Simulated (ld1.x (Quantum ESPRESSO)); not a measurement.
**Copper: generating and testing a PAW potential**

Aim: build the potential from the settings below, then test how well it stands in for the atom: other configurations, scattering, ghost states and the plane-wave cutoff that it needs.

Program: ld1.x (Quantum ESPRESSO) 7.5. Reference atom: BLYP, scalar-relativistic, spherical and spin-unpolarised. All values are calculated.

### Step 1. Starting point

The settings as typed:

```
element                 : copper (Cu, Z = 29)
type                    : PAW
frozen core             : [Ne]
valence charge          : 19
reference configuration : 3s2 3p6 3d10 4s0.75 4p0 (charge +0.25)
partial waves           : 3s (bound): rcut 1.05, rcutus 1.35 bohr; 4s (bound): rcut 1.05, rcutus 1.35 bohr; 3p (bound): rcut 1.10, rcutus 1.40 bohr; 4p (bound, empty): rcut 1.10, rcutus 1.40 bohr; 3d (bound): rcut 1.10, rcutus 1.25 bohr; 3d channel at 1.85 Ry: rcut 1.10, rcutus 1.25 bohr
local potential         : all-electron potential smoothed inside 0.95 bohr (lloc = -1)
core correction         : Bessel-smoothed model core inside 0.70 bohr
augmentation charge     : PSQ, inside the norm-conserving radii
```

The nodes and maxima of the atom's own shells, from an earlier all-electron run, set the scale for the radii.

All-electron outer shells of the reference configuration (BLYP, scalar-relativistic, ld1.x):

| shell | level (eV) | outermost node (bohr) | outermost maximum (bohr) |
| --- | --- | --- | --- |
| 2s | -1064.65 | 0.07 | 0.20 |
| 2p | -919.40 | – | 0.16 |
| 3s | -116.50 | 0.29 | 0.61 |
| 3p | -74.03 | 0.26 | 0.62 |
| 3d | -7.02 | – | 0.60 |
| 4s | -6.39 | 0.89 | 2.24 |
| 4p | -2.05 | 0.97 | 3.30 |

### Step 2. The generation run

The input, Cu.in:

```
 &input
   title='Cu', zed=29., rel=1, dft='BLYP', iswitch=3,
   config='[Ar] 3d10 4s0.75 4p0',
   nld=3, rlderiv=1.55, eminld=-11.0, emaxld=5.0, deld=0.04
 /
 &inputp
   pseudotype=3, lpaw=.true., tm=.true., lloc=-1, rcloc=0.95,
   nlcc=.true., new_core_ps=.true., rcore=0.70,
   which_augfun='PSQ', rmatch_augfun_nc=.true.,
   file_pseudopw='Cu.UPF', file_wfcaegen='ae.wfc', file_wfcncgen='nc.wfc', file_beta='beta', file_chi='chi', file_wfcusgen='us.wfc'
 /
6
3S  1  0   2.00   0.00  1.05  1.35  0.0
4S  2  0   0.75   0.00  1.05  1.35  0.0
3P  2  1   6.00   0.00  1.10  1.40  0.0
4P  3  1   0.00   0.00  1.10  1.40  0.0
3D  3  2  10.00   0.00  1.10  1.25  0.0
3D  3  2   0.00   1.85  1.10  1.25  0.0
 &test
   configts(1)='3s2 3p6 3d10 4s0.75 4p0'
 /
```

On the command line:

```bash
$ ld1.x < Cu.in > Cu.out
```

Output in Cu.out (without the banner and most projector matrices):

```text
     Program LD1 v.7.5
     --------------------------- All-electron run ----------------------------

     Cu
     scalar relativistic calculation

     atomic number is 29.00
     dft =BLYP   lsd =0 sic =0 latt =0  beta=0.20 tr2=1.0E-14
     Exchange-correlation= BLYP
                           (   1   3   1   3   0   0   0)
     mesh =1199 r(mesh) = 100.25372 a.u. xmin = -7.00 dx = 0.01250
     1 Ry =  13.60569312 eV, c = 137.03599908

     n l     nl                  e(Ry)          e(Ha)          e(eV)
     1 0     1S 1( 2.00)      -650.8912      -325.4456     -8855.8256
     2 0     2S 1( 2.00)       -78.2505       -39.1253     -1064.6529
     2 1     2P 1( 6.00)       -67.5744       -33.7872      -919.3963
     3 0     3S 1( 2.00)        -8.5626        -4.2813      -116.5005
     3 1     3P 1( 6.00)        -5.4412        -2.7206       -74.0318
     3 2     3D 1(10.00)        -0.5158        -0.2579        -7.0179
     4 0     4S 1( 0.75)        -0.4700        -0.2350        -6.3943
     4 1     4P 1( 0.00)        -0.1505        -0.0753        -2.0480

     final scf error:  9.8E-15 reached in  30 iterations

     Etot =   -3310.320697 Ry,   -1655.160348 Ha,  -45039.207541 eV

     Ekin =    3359.739468 Ry,    1679.869734 Ha,   45711.584182 eV
     Encl =   -7965.703955 Ry,   -3982.851978 Ha, -108378.923523 eV
     Eh   =    1431.351597 Ry,     715.675799 Ha,   19474.530584 eV
     Exc  =    -135.707808 Ry,     -67.853904 Ha,   -1846.398784 eV

     normalization and overlap integrals

     s(1S/1S) =  1.000000  <r> =   0.0521  <r2> =    0.0037  r(max) =   0.0341
     s(2S/2S) =  1.000000  <r> =   0.2352  <r2> =    0.0653  r(max) =   0.1960
     s(2P/2P) =  1.000000  <r> =   0.2064  <r2> =    0.0523  r(max) =   0.1585
     s(3S/3S) =  1.000000  <r> =   0.7121  <r2> =    0.5867  r(max) =   0.6112
     s(3P/3P) =  1.000000  <r> =   0.7495  <r2> =    0.6656  r(max) =   0.6189
     s(3D/3D) =  1.000000  <r> =   1.0416  <r2> =    1.5436  r(max) =   0.6036
     s(4S/4S) =  1.000000  <r> =   2.8269  <r2> =    9.3820  r(max) =   2.2428
     s(4P/4P) =  1.000000  <r> =   4.3976  <r2> =   23.3991  r(max) =   3.3042

     ------------------------ End of All-electron run ------------------------

     --------------------- Generating PAW atomic setup --------------------

      Generating local potential from pseudized AE potential:
      Matching radius rcloc =   0.9500

      Local pseudo, rcloc= 0.959 Estimated cut-off energy=    27.13 Ry

      Computing core charge for nlcc:

       r > 0.70 : true rho core
      Core charge pseudized with two Bessel functions
      Integrated core pseudo-charge :   0.45
      Wfc-us  3S rcutus= 1.360  Estimated cut-off energy=    30.15 Ry
      Wfc-us  4S rcutus= 1.360  Estimated cut-off energy=    62.21 Ry
      Wfc-us  3P rcutus= 1.395  Estimated cut-off energy=    44.01 Ry
      Wfc-us  4P rcutus= 1.395  Estimated cut-off energy=    83.32 Ry
      Wfc-us  3D rcutus= 1.262  Estimated cut-off energy=    72.40 Ry
      Wfc-us  3D rcutus= 1.262  Estimated cut-off energy=   115.67 Ry

     Required augmentation: PSQ   radius:    1.400000

     Q pseudized with Bessel functions
     Expected ecutrho=     353.4492 due to l1=  2   l2=  2

     Estimated PAW energy = -487.234865 Ryd

     The PAW screened D coefficients
     4.47463     5.80403     0.00000     0.00000     0.00000     0.00000
     5.80403     3.26345     0.00000     0.00000     0.00000     0.00000
     0.00000     0.00000    -3.01781     0.61658     0.00000     0.00000
     0.00000     0.00000     0.61658     0.08949     0.00000     0.00000
     0.00000     0.00000     0.00000     0.00000    -1.50707    -0.82401
     0.00000     0.00000     0.00000     0.00000    -0.82401    -0.70009

     The PAW descreened D coefficients (US)
     5.50047     0.16627     0.00000     0.00000     0.00000     0.00000
     0.16627    -1.88056     0.00000     0.00000     0.00000     0.00000
     0.00000     0.00000     7.41611    -0.00786     0.00000     0.00000
     0.00000     0.00000    -0.00786    -1.53399     0.00000     0.00000
     0.00000     0.00000     0.00000     0.00000     6.50440     5.17461
     0.00000     0.00000     0.00000     0.00000     5.17461     3.00954

     ------------------- End of pseudopotential generation -------------------

     [... the all-electron block is printed once more ...]


     Computing logarithmic derivative in   1.55111
     Computing logarithmic derivative in   1.55111
     Computing the partial wave expansion
     R is outside the sphere for l=    0 j= 0.00
     R is outside the sphere for l=    0 j= 0.00
     R is outside the sphere for l=    1 j= 0.00
     R is outside the sphere for l=    1 j= 0.00
     R is outside the sphere for l=    2 j= 0.00
     R is outside the sphere for l=    2 j= 0.00

     ---------------------- Testing the pseudopotential ----------------------

     Cu
     scalar relativistic calculation

     atomic number is 29.00   valence charge is 19.00
     dft = SLA  LYP  B88  BLYP   lsd =0 sic =0 latt =0  beta=0.20 tr2=1.0E-14
     mesh =1199 r(mesh) = 100.25372 xmin = -7.00 dx = 0.01250

     n l     nl             e AE (Ry)        e PS (Ry)    De AE-PS (Ry)
     1 0     3S   1( 2.00)       -8.56263       -8.56265        0.00002
     2 1     3P   1( 6.00)       -5.44124       -5.44126        0.00002
     3 2     3D   1(10.00)       -0.51581       -0.51583        0.00003
     2 0     4S   1( 0.75)       -0.46997       -0.46999        0.00001
     3 1     4P   1( 0.00)       -0.15052       -0.15053        0.00001

     eps = 3.8E-15  iter = 12

     Etot =   -3310.320697 Ry,   -1655.160348 Ha,  -45039.207541 eV
     Etotps =  -487.234877 Ry,    -243.617439 Ha,   -6629.168218 eV

     Ekin =     438.763308 Ry,     219.381654 Ha,    5969.678922 eV
     Encl =   -1140.560258 Ry,    -570.280129 Ha,  -15518.112861 eV
     Ehrt =     350.269880 Ry,     175.134940 Ha,    4765.664491 eV
     Ecxc =    -135.707807 Ry,     -67.853903 Ha,   -1846.398770 eV
     (Ecc =      -0.723038 Ry,      -0.361519 Ha,      -9.837428 eV)

     ---------------------- End of pseudopotential test ----------------------
```

Wall time 2.8 s (1 thread, shared host). This counts the later configuration tests of the new file too.

All-electron and pseudo partial waves u(r) = r·R(r), from the program's wave files:

| r (bohr) | 3d AE | 3d PS | 3s AE | 3s PS |
| --- | --- | --- | --- | --- |
| 0.070 | 0.0456 | 0.0017 | -0.0318 | 0.2160 |
| 0.140 | 0.2065 | 0.0134 | -0.6732 | 0.4236 |
| 0.210 | 0.4160 | 0.0431 | -0.5612 | 0.6150 |
| 0.280 | 0.6125 | 0.0959 | -0.0636 | 0.7833 |
| 0.350 | 0.7674 | 0.1724 | 0.4762 | 0.9228 |
| 0.420 | 0.8750 | 0.2690 | 0.9003 | 1.0297 |
| 0.490 | 0.9393 | 0.3786 | 1.1691 | 1.1017 |
| 0.560 | 0.9682 | 0.4913 | 1.2982 | 1.1387 |
| 0.630 | 0.9705 | 0.5969 | 1.3211 | 1.1421 |
| 0.700 | 0.9544 | 0.6858 | 1.2729 | 1.1153 |
| 0.770 | 0.9262 | 0.7511 | 1.1819 | 1.0626 |
| 0.840 | 0.8907 | 0.7893 | 1.0692 | 0.9896 |
| 0.910 | 0.8512 | 0.8012 | 0.9490 | 0.9024 |
| 0.980 | 0.8099 | 0.7904 | 0.8303 | 0.8070 |
| 1.050 | 0.7684 | 0.7633 | 0.7185 | 0.7091 |
| 1.120 | 0.7276 | 0.7272 | 0.6164 | 0.6138 |
| 1.190 | 0.6881 | 0.6882 | 0.5252 | 0.5249 |
| 1.260 | 0.6502 | 0.6502 | 0.4450 | 0.4451 |
| 1.330 | 0.6141 | 0.6141 | 0.3753 | 0.3753 |
| 1.400 | 0.5800 | 0.5800 | 0.3154 | 0.3154 |
| 1.470 | 0.5477 | 0.5477 | 0.2642 | 0.2642 |
| 1.540 | 0.5174 | 0.5174 | 0.2207 | 0.2207 |
| 1.610 | 0.4888 | 0.4888 | 0.1840 | 0.1840 |
| 1.680 | 0.4620 | 0.4620 | 0.1530 | 0.1530 |
| 1.750 | 0.4367 | 0.4367 | 0.1271 | 0.1271 |
| 1.820 | 0.4130 | 0.4130 | 0.1054 | 0.1054 |

### Step 3. Transferability test

The input, Cu.test.in:

```
 &input
   title='Cu', zed=29., rel=1, dft='BLYP', iswitch=2,
   config='[Ar] 3d10 4s0.75 4p0'
 /
 &test
   file_pseudo='Cu.UPF', nconf=8,
   configts(1)='3s2 3p6 3d10 4s0.75 4p0',
   configts(2)='3s2 3p6 3d10 4s1 4p0',
   configts(3)='3s2 3p6 3d10 4s0 4p0',
   configts(4)='3s2 3p6 3d9 4s0 4p0',
   configts(5)='3s2 3p6 3d10 4s0.5 4p0',
   configts(6)='3s2 3p6 3d8 4s0 4p0',
   configts(7)='3s2 3p6 3d9 4s1 4p0',
   configts(8)='3s1 3p6 3d10 4s1 4p0'
 /
```

On the command line:

```bash
$ ld1.x < Cu.test.in > Cu.test.out
```

Cu.test.out, the pseudopotential blocks, each with the warnings that came before it:

```text
     ---------------------- Testing the pseudopotential ----------------------

     Cu
     scalar relativistic calculation

     atomic number is 29.00   valence charge is 19.00
     dft =SLA  LYP  B88  BLYP   lsd =0 sic =0 latt =0  beta=0.20 tr2=1.0E-14
     mesh =1199 r(mesh) = 100.25372 xmin = -7.00 dx = 0.01250

     n l     nl             e AE (Ry)        e PS (Ry)    De AE-PS (Ry)
     1 0     3S   1( 2.00)       -8.56263       -8.56265        0.00002
     2 1     3P   1( 6.00)       -5.44124       -5.44126        0.00002
     3 2     3D   1(10.00)       -0.51581       -0.51583        0.00003
     2 0     4S   1( 0.75)       -0.46997       -0.46999        0.00001
     3 1     4P   1( 0.00)       -0.15052       -0.15053        0.00001

     eps = 9.6E-15  iter = 45

     Etot =   -3310.320697 Ry,   -1655.160348 Ha,  -45039.207541 eV
     Etotps =  -487.234877 Ry,    -243.617439 Ha,   -6629.168218 eV

     Ekin =     438.763308 Ry,     219.381654 Ha,    5969.678922 eV
     Encl =   -1140.560258 Ry,    -570.280129 Ha,  -15518.112861 eV
     Ehrt =     350.269880 Ry,     175.134940 Ha,    4765.664491 eV
     Ecxc =    -135.707807 Ry,     -67.853903 Ha,   -1846.398770 eV
     (Ecc =      -0.723038 Ry,      -0.361519 Ha,      -9.837428 eV)

     ---------------------- End of pseudopotential test ----------------------

     ---------------------- Testing the pseudopotential ----------------------

     Cu
     [...]
     n l     nl             e AE (Ry)        e PS (Ry)    De AE-PS (Ry)
     1 0     3S   1( 2.00)       -8.41531       -8.41567        0.00037
     2 1     3P   1( 6.00)       -5.29341       -5.29376        0.00035
     3 2     3D   1(10.00)       -0.36805       -0.36829        0.00024
     2 0     4S   1( 1.00)       -0.34182       -0.34175       -0.00007
     3 1     4P   1( 0.00)       -0.05295       -0.05297        0.00003

     eps = 7.9E-15  iter = 46

     Etot =   -3310.422020 Ry,   -1655.211010 Ha,  -45040.586109 eV
     Etotps =  -487.336201 Ry,    -243.668101 Ha,   -6630.546804 eV
     dEtot_ae =      -0.101323 Ry
     dEtot_ps =      -0.101324 Ry,   Delta E=       0.000001 Ry

     [...]
     ---------------------- End of pseudopotential test ----------------------

     ---------------------- Testing the pseudopotential ----------------------

     Cu
     [...]
     n l     nl             e AE (Ry)        e PS (Ry)    De AE-PS (Ry)
     1 0     3S   1( 2.00)       -9.05602       -9.05487       -0.00115
     2 1     3P   1( 6.00)       -5.93620       -5.93508       -0.00112
     3 2     3D   1(10.00)       -1.00852       -1.00784       -0.00068
     2 0     4S   1( 0.00)       -0.89020       -0.89064        0.00044
     3 1     4P   1( 0.00)       -0.49609       -0.49641        0.00032

     eps = 3.5E-15  iter = 19

     Etot =   -3309.813696 Ry,   -1654.906848 Ha,  -45032.309446 eV
     Etotps =  -486.727663 Ry,    -243.363831 Ha,   -6622.267217 eV
     dEtot_ae =       0.507001 Ry
     dEtot_ps =       0.507214 Ry,   Delta E=      -0.000214 Ry

     [...]
     ---------------------- End of pseudopotential test ----------------------

     ---------------------- Testing the pseudopotential ----------------------

     Cu
     [...]
     n l     nl             e AE (Ry)        e PS (Ry)    De AE-PS (Ry)
     1 0     3S   1( 2.00)      -10.29916      -10.30556        0.00640  !
     2 1     3P   1( 6.00)       -7.16943       -7.17540        0.00598  !
     3 2     3D   1( 9.00)       -2.17980       -2.18477        0.00498
     2 0     4S   1( 0.00)       -1.66500       -1.66436       -0.00064
     3 1     4P   1( 0.00)       -1.15239       -1.16050        0.00811  !

     eps = 9.5E-15  iter = 39

     Etot =   -3308.242251 Ry,   -1654.121126 Ha,  -45010.928846 eV
     Etotps =  -485.154947 Ry,    -242.577473 Ha,   -6600.869321 eV
     dEtot_ae =       2.078446 Ry
     dEtot_ps =       2.079931 Ry,   Delta E=      -0.001485 Ry

     [...]
     ---------------------- End of pseudopotential test ----------------------

     ---------------------- Testing the pseudopotential ----------------------

     Cu
     [...]
     n l     nl             e AE (Ry)        e PS (Ry)    De AE-PS (Ry)
     1 0     3S   1( 2.00)       -8.71903       -8.71869       -0.00034
     2 1     3P   1( 6.00)       -5.59816       -5.59783       -0.00032
     3 2     3D   1(10.00)       -0.67233       -0.67214       -0.00019
     2 0     4S   1( 0.50)       -0.60459       -0.60472        0.00013
     3 1     4P   1( 0.00)       -0.25846       -0.25851        0.00004

     eps = 5.6E-15  iter = 45

     Etot =   -3310.186517 Ry,   -1655.093258 Ha,  -45037.381928 eV
     Etotps =  -487.100664 Ry,    -243.550332 Ha,   -6627.342148 eV
     dEtot_ae =       0.134180 Ry
     dEtot_ps =       0.134214 Ry,   Delta E=      -0.000034 Ry

     [...]
     ---------------------- End of pseudopotential test ----------------------

     Warning: n=1, l=0 expected 0 nodes, found 1
     Warning: n=2, l=1 expected 0 nodes, found 1
     Warning: n=3, l=2 expected 0 nodes, found 1
     ---------------------- Testing the pseudopotential ----------------------

     Cu
     [...]
     n l     nl             e AE (Ry)        e PS (Ry)    De AE-PS (Ry)
     1 0     3S   1( 2.00)      -11.79466      -11.82749        0.03284  !
     2 1     3P   1( 6.00)       -8.64938       -8.67827        0.02889  !
     3 2     3D   1( 8.00)       -3.59421       -3.62238        0.02816  !
     2 0     4S   1( 0.00)       -2.56690       -2.56703        0.00013
     3 1     4P   1( 0.00)       -1.94922       -2.00126        0.05205  !

     eps = 8.1E-15  iter = 95

     Etot =   -3305.373676 Ry,   -1652.686838 Ha,  -44971.899894 eV
     Etotps =  -482.271531 Ry,    -241.135766 Ha,   -6561.638453 eV
     dEtot_ae =       4.947021 Ry
     dEtot_ps =       4.963346 Ry,   Delta E=      -0.016325 Ry

     [...]
     ---------------------- End of pseudopotential test ----------------------

     ---------------------- Testing the pseudopotential ----------------------

     Cu
     [...]
     n l     nl             e AE (Ry)        e PS (Ry)    De AE-PS (Ry)
     1 0     3S   1( 2.00)       -9.49362       -9.50102        0.00740  !
     2 1     3P   1( 6.00)       -6.36339       -6.37016        0.00677  !
     3 2     3D   1( 9.00)       -1.38342       -1.38903        0.00561  !
     2 0     4S   1( 1.00)       -1.00793       -1.00704       -0.00089
     3 1     4P   1( 0.00)       -0.57280       -0.57543        0.00263

     eps = 7.2E-15  iter = 32

     Etot =   -3309.573213 Ry,   -1654.786606 Ha,  -45029.037499 eV
     Etotps =  -486.485254 Ry,    -243.242627 Ha,   -6618.969075 eV
     dEtot_ae =       0.747484 Ry
     dEtot_ps =       0.749623 Ry,   Delta E=      -0.002139 Ry

     [...]
     ---------------------- End of pseudopotential test ----------------------

     ---------------------- Testing the pseudopotential ----------------------

     Cu
     [...]
     n l     nl             e AE (Ry)        e PS (Ry)    De AE-PS (Ry)
     1 0     3S   1( 1.00)       -9.58677       -9.59764        0.01087  !
     2 1     3P   1( 6.00)       -6.45439       -6.46434        0.00995  !
     3 2     3D   1(10.00)       -1.45371       -1.46163        0.00792  !
     2 0     4S   1( 1.00)       -1.01424       -1.01301       -0.00123
     3 1     4P   1( 0.00)       -0.57523       -0.57951        0.00428

     eps = 6.7E-15  iter = 22

     Etot =   -3301.453470 Ry,   -1650.726735 Ha,  -44918.562775 eV
     Etotps =  -478.361056 Ry,    -239.180528 Ha,   -6508.433732 eV
     dEtot_ae =       8.867227 Ry
     dEtot_ps =       8.873821 Ry,   Delta E=      -0.006594 Ry

     [...]
     ---------------------- End of pseudopotential test ----------------------
```

Excitation and ionisation energies from 3s2 3p6 3d10 4s0.75 4p0, with the error of the potential. A star marks tests that logged a warning.

| valence configuration | charge | ΔE all-electron (eV) | error AE − PS (meV) |
| --- | --- | --- | --- |
| 3s2 3p6 3d10 4s1 4p0 | 0 | -1.379 | 0.0 |
| 3s2 3p6 3d10 4s0 4p0 | +1 | 6.898 | -2.9 |
| 3s2 3p6 3d9 4s0 4p0 | +2 | 28.279 | -20 |
| 3s2 3p6 3d10 4s0.5 4p0 | +0.5 | 1.826 | -0.5 |
| 3s2 3p6 3d8 4s0 4p0 * | +3 | 67.308 | -222 |
| 3s2 3p6 3d9 4s1 4p0 | +1 | 10.170 | -29 |
| 3s1 3p6 3d10 4s1 4p0 | +1 | 120.645 | -90 |

### Step 4. Scattering by logarithmic derivatives

Taken from the files of the generation run. The phase is arctan(r·u′/u) with u = r·R, unwrapped, with energies in Ry. A pole is an energy at which the radial function vanishes at the test radius. The pseudo phase is shifted by a multiple of π to meet the all-electron one at the reference energy. Levels narrower than the energy grid can be missing from the poles. Left out: s, p, where the overlap operator is not positive , so their phases aren't trusted. The last column is the largest difference on the grid between −1 and +1 Ry.

| channel | radius (bohr) | reference (Ry) | poles AE | poles PS | window around the reference with phases within 0.05 rad (Ry) | largest difference near zero (rad) |
| --- | --- | --- | --- | --- | --- | --- |
| d | 1.55 | -0.52 | 0.37 | 0.37 | the whole range | 0.000 |

Phases (rad) along the scan:

| E (Ry) | d AE | d PS |
| --- | --- | --- |
| -11.00 | 1.379 | 1.379 |
| -10.52 | 1.375 | 1.375 |
| -10.04 | 1.371 | 1.371 |
| -9.56 | 1.366 | 1.366 |
| -9.08 | 1.360 | 1.360 |
| -8.60 | 1.355 | 1.355 |
| -8.12 | 1.348 | 1.348 |
| -7.64 | 1.341 | 1.341 |
| -7.16 | 1.334 | 1.334 |
| -6.68 | 1.325 | 1.325 |
| -6.20 | 1.316 | 1.316 |
| -5.72 | 1.305 | 1.305 |
| -5.24 | 1.292 | 1.292 |
| -4.76 | 1.277 | 1.277 |
| -4.28 | 1.259 | 1.259 |
| -3.80 | 1.237 | 1.237 |
| -3.32 | 1.208 | 1.208 |
| -2.84 | 1.169 | 1.169 |
| -2.36 | 1.110 | 1.110 |
| -1.88 | 1.009 | 1.009 |
| -1.40 | 0.791 | 0.791 |
| -0.92 | 0.115 | 0.115 |
| -0.44 | -1.028 | -1.028 |
| 0.04 | -1.448 | -1.448 |
| 0.52 | -1.610 | -1.610 |
| 1.00 | -1.701 | -1.701 |
| 1.48 | -1.766 | -1.766 |
| 1.96 | -1.822 | -1.822 |
| 2.44 | -1.876 | -1.876 |
| 2.92 | -1.934 | -1.934 |
| 3.40 | -2.002 | -2.002 |
| 3.88 | -2.087 | -2.087 |
| 4.36 | -2.201 | -2.202 |
| 4.84 | -2.364 | -2.364 |

### Step 5. Cutoff and ghost test in a Bessel basis

A separate test, outside the generator: the pseudo-atom's Hamiltonian at the reference potential is diagonalised in spherical Bessel functions j_l(qr) that vanish at 20 bohr, with q² up to the cutoff.

No cutoffs are read. The overlap operator is not positive in s, p (lowest eigenvalue -4.470), so the test is not defined there. The ghost test is not conclusive.

### Step 6. What came out

| quantity | value |
| --- | --- |
| cutoffs | not determined |
| bound ghosts | not determined |
| largest test error (AE − PS) | -222 meV, for 3s2 3p6 3d8 4s0 4p0 (this test logged a warning) |
| largest phase difference near zero energy, channels read | 0.000 rad |
| lowest eigenvalue of the overlap (Bessel basis) | -4.470 (p) |
| density cutoff estimated by the generator | 353 Ry |

**Reading.** The overlap operator is not positive definite in s, p, so a plane-wave run would break down once the basis is large enough. The worst unpolarised test, 3s2 3p6 3d8 4s0 4p0, is off by 222 meV on 67.3 eV; by total energies transferability rates as poor. That test lies far up in energy; among those under 40 eV, nearer to bonding, the largest error is 29 meV. No cutoffs are read. Ghosts could not be judged. Near zero energy the phases of the channels with partial waves that could be evaluated agree within 0.001 rad. These are tests on the free atom; a crystal test is still owed.
